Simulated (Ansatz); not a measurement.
This was printed by a script on the Ansatz DFT code, driven from Python, for a comparison of norm-conserving and PAW potentials of PtRh3, space group I4/mmm. What did the script look like? Settings (first run): PBEsol, PAW, the default cutoff (420 eV here), 9×9×9 k-points, cold smearing of 0.1 eV.

Input file `ptrh3.extxyz`:
```text
4
Lattice="-1.9191582 1.9191582 3.84464319 1.9191582 -1.9191582 3.84464319 1.9191582 1.9191582 -3.84464319" Properties=species:S:1:pos:R:3 pbc="T T T"
Rh    0.00000000    1.91915820    1.92232160
Rh    1.91915820    0.00000000    1.92232160
Rh    0.00000000    0.00000000    3.84464319
Pt    0.00000000    0.00000000    0.00000000
```

```console
$ python nc_paw_ptrh3.py
DeckWarning: basis.ecutwfc = 420 eV, auto-derived from the records' recommended cutoffs: set by Rh (normal level)
PAW levels at the first k-point near E_F: [-4.94  -4.42  -4.42  -3.828 -3.828 -3.287 -3.184 -3.184 -1.754 -1.216
 -1.172 -1.085  0.4    0.714  0.822  0.822  0.943  2.696]
DeckWarning: basis.ecutwfc = 1197.300995 eV, auto-derived from the records' recommended cutoffs: set by Rh (normal level)
norm-conserving levels at the first k-point near E_F: [-4.942 -4.419 -4.419 -3.832 -3.832 -3.288 -3.185 -3.185 -1.75  -1.215
 -1.169 -1.082  0.402  0.712  0.82   0.82   0.941  2.693]
      treatment  electrons in bands   P GPa  max force component eV/A  gap by band count eV
            PAW                69.0 -5.8394                       0.0                   0.0
norm-conserving                69.0 -5.6683                       0.0                   0.0
```
(Warnings from the package without file and line.)

One script that gives this output:

The script, `nc_paw_ptrh3.py`:
```python
import ansatz as az
import numpy as np
import pandas as pd


def count_gap(report):
    # lowest empty less highest filled band, counting bands; zero where they overlap
    return max(report.get("gap_by_band_count_ev") or 0.0, 0.0)


def main() -> None:
    xtal = az.Crystal.from_extxyz("ptrh3.extxyz")

    base = (
        xtal.calculation()
        .functional("pbesol")
        .kpoints(spacing=0.26)
        .occupations("cold")
        .stress()
        .forces()
        .band_table()
    )
    variants = {
        "PAW": base.pseudopotentials("paw"),
        "norm-conserving": base.pseudopotentials("nc"),
    }
    rows = []
    for label, variant in variants.items():
        data = variant.run(threads=1).report
        levels = np.array(data["eigenvalues_ev"][0]) - data["fermi_energy_ev"]
        print(label, "levels at the first k-point near E_F:", np.round(levels[np.abs(levels) < 5], 3))
        rows.append((label, data["n_electrons"], np.trace(data["stress_gpa"]) / 3, float(np.abs(data["forces_ev_ang"]).max()), count_gap(data)))
    print(pd.DataFrame(rows, columns=["treatment", "electrons in bands", "P GPa", "max force component eV/A", "gap by band count eV"]).round(4).to_string(index=False))


if __name__ == "__main__":
    main()
```

PAW gives -5.839 GPa and norm-conserving -5.668 GPa, 0.17 GPa apart. They took 6.6 and 33.3 s of processor time.

Reading the output:
- For a metal this k-point mesh is coarse: on a finer one energies can move by several to tens of meV an atom and pressures by half a GPa or more, differences at one mesh by less.
- A gap by band count of zero or less means overlapping bands, a metal, and at an odd count of electrons it is no gap at all.
- At these settings the cell as given stands under about -6 GPa, so it isn't at this functional's equilibrium volume.
- This cell is a computed structure, which may not be the phase found in nature.
- Gaps and levels are Kohn-Sham values on a finite set of k-points, without spin-orbit coupling.
- Stress is positive in compression.
- It ran for 41 s on 1 thread of Arm Neoverse V2 (shared host), peak memory 0.85 GiB.
